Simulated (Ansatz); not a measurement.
# C2H8BFN2: the cost of one run

Program: Ansatz 0.2.0. Level of theory: RKS r2SCANh-D4/STO-3G. These are calculated values, not measurements.

### Step 1. The system as given

Bond lengths: B1–C2 1.589 Å, C2–C3 1.519 Å, C3–N4 1.540 Å, C3–N5 1.454 Å, C3–F6 1.387 Å, B1–H7 1.225 Å, B1–H8 1.122 Å, C2–H9 1.087 Å, C2–H10 1.102 Å, N4–H11 1.042 Å, N4–H12 0.994 Å, N5–H13 1.019 Å, N5–H14 1.088 Å. Angles (14 of 21 angles, heavy atoms first): B1–C2–C3 113.4°, C2–C3–N4 112.8°, C2–C3–N5 112.1°, C2–C3–F6 109.7°, N4–C3–N5 108.5°, N4–C3–F6 105.9°, N5–C3–F6 107.5°, B1–C2–H9 109.1°, B1–C2–H10 105.6°, C3–C2–H9 108.3°, C3–C2–H10 109.5°, C2–B1–H7 117.7°, C2–B1–H8 122.7°, C3–N4–H11 105.6°.

Coordinates:

```xyz
14

B    -1.5203   -0.5552    0.9979
C    -0.9033   -0.5652   -0.4662
C     0.4356    0.1457   -0.5621
N     1.4793   -0.4096    0.4255
N     0.3123    1.5778   -0.3447
F     0.9733   -0.0386   -1.8268
H    -1.8488    0.5268    1.4697
H    -1.7609   -1.4956    1.5604
H    -1.5966   -0.0799   -1.1485
H    -0.7758   -1.6279   -0.7275
H     1.5463   -1.4291    0.2194
H     2.3507    0.0581    0.3243
H     1.1563    2.0866   -0.6031
H     0.1391    1.7769    0.7105
```

### Step 2. Relaxing the start

Contents of input.yaml:

```yaml
crystal:
  periodic: [false, false, false]
  atoms:
    - { symbol: B, position_ang: [-1.5203, -0.5552, 0.9979] }
    - { symbol: C, position_ang: [-0.9033, -0.5652, -0.4662] }
    - { symbol: C, position_ang: [0.4356, 0.1457, -0.5621] }
    - { symbol: "N", position_ang: [1.4793, -0.4096, 0.4255] }
    - { symbol: "N", position_ang: [0.3123, 1.5778, -0.3447] }
    - { symbol: F, position_ang: [0.9733, -0.0386, -1.8268] }
    - { symbol: H, position_ang: [-1.8488, 0.5268, 1.4697] }
    - { symbol: H, position_ang: [-1.7609, -1.4956, 1.5604] }
    - { symbol: H, position_ang: [-1.5966, -0.0799, -1.1485] }
    - { symbol: H, position_ang: [-0.7758, -1.6279, -0.7275] }
    - { symbol: H, position_ang: [1.5463, -1.4291, 0.2194] }
    - { symbol: H, position_ang: [2.3507, 0.0581, 0.3243] }
    - { symbol: H, position_ang: [1.1563, 2.0866, -0.6031] }
    - { symbol: H, position_ang: [0.1391, 1.7769, 0.7105] }
basis:
  gaussian: { orbitals: STO-3G }
hamiltonian:
  xc: r2scanh
  dispersion: d4
relax:
  f_tol: 0.02
  max_steps: 40
```

Started as:

```bash
> ansatz run input.yaml --threads 1 --pin off --max-ram 2048MiB --backend cpu --events-out ev --progress --plain --runs-dir out
```

What time and memory should one allow on 1 thread of Arm Neoverse V2, shared host?

About 68 s, with a peak of 0.17 GiB.
